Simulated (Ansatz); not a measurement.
**GaH4+ (singlet): from Hartree-Fock to the top rungs at distance Ga1–H2 = 1.527 Å, cc-pVDZ**

An exercise on one series of results from a longer session: the logs are not shown, and one member is left open.

The runs use Ansatz 0.2.0, Gaussian basis; cc-pVDZ, core rule «outside noble gas», up to 14 orbitals frozen.

To be run: UHF; CCSD(T) on RHF; BCCD(T) on RHF; CISD; CCSDT(Q) on RHF; CASSCF and MRCISD+Q, 2 electrons in 2 orbitals; CASSCF and NEVPT2, 2 electrons in 2 orbitals; Full CI.

35 further runs of the same task are left out: 22 for a known fault of the program, 10 that didn't finish, 3 set aside as unsound or not needed.

## The geometry

The geometry derives from a PBE0/def2-TZVP stationary point (not a proven minimum). One bond is set to the value named and the two fragments are kept rigid. No spin-orbit coupling is included. The filled d shell of Ga may be among the frozen orbitals whatever the setting's name suggests; the logs give the count.

5 atoms, charge 1, spin multiplicity 1.

Atoms are counted from 1 here; the program's logs count them from 0.

Bond lengths: Ga1–H2 1.527 Å, Ga1–H4 1.527 Å, H3–H5 0.765 Å. Angles: H2–Ga1–H4 169.3°.

Set-up of the first run:

The input, in.yaml:

```yaml
crystal:
  periodic: [false, false, false]
  atoms:
    - {symbol: Ga, position_ang: [0.000000, 0.000000, -0.055194]}
    - {symbol: H, position_ang: [0.000000, 1.520673, -0.197915]}
    - {symbol: H, position_ang: [0.000000, 0.382522, 2.106890]}
    - {symbol: H, position_ang: [0.000000, -1.520673, -0.197915]}
    - {symbol: H, position_ang: [0.000000, -0.382522, 2.106890]}
basis:
  gaussian: {orbitals: cc-pVDZ}
total_charge: 1
magnetization: {spin_polarized: true, initial_magnetization: 0}
hamiltonian: {xc: hf}
output: {orbitals: {seedname: orbitals}}
```

Launch:

```bash
> ansatz run in.yaml --threads 1 --pin off --events-out ev --progress --plain --max-ram 2393MiB
```

Among the steps run: UHF; CCSD(T) on RHF; BCCD(T) on RHF; CISD; CCSDT(Q) on RHF; CASSCF and MRCISD+Q, 2 electrons in 2 orbitals; CASSCF and NEVPT2, 2 electrons in 2 orbitals; Full CI.

One of the session's tables, all rows but one given; the rest of the session is left out.

```
     method  from FCI (meV)
        RHF               ?
       RMP2          +703.9
      RCCSD           +33.4
   RCCSD(T)            +9.1
    BCCD(T)            +8.8
     RCCSDT            +0.9
  RCCSDT(Q)            +0.2
CASSCF pair         +2343.9
NEVPT2 pair          +661.4
        FCI               0
```

**Question.** Estimate the row for RHF.

**Answer.** from FCI (meV): +2828.4. In the column «from FCI (meV)» it is the highest.

Not comparable, so not listed: CISD; CASSCF and MRCISD+Q, 2 electrons in 2 orbitals (they don't share determinant, frozen orbitals or solution with the rows shown, or repeat one).

Caveats from the session: Warnings in the runs' records: passed over end.
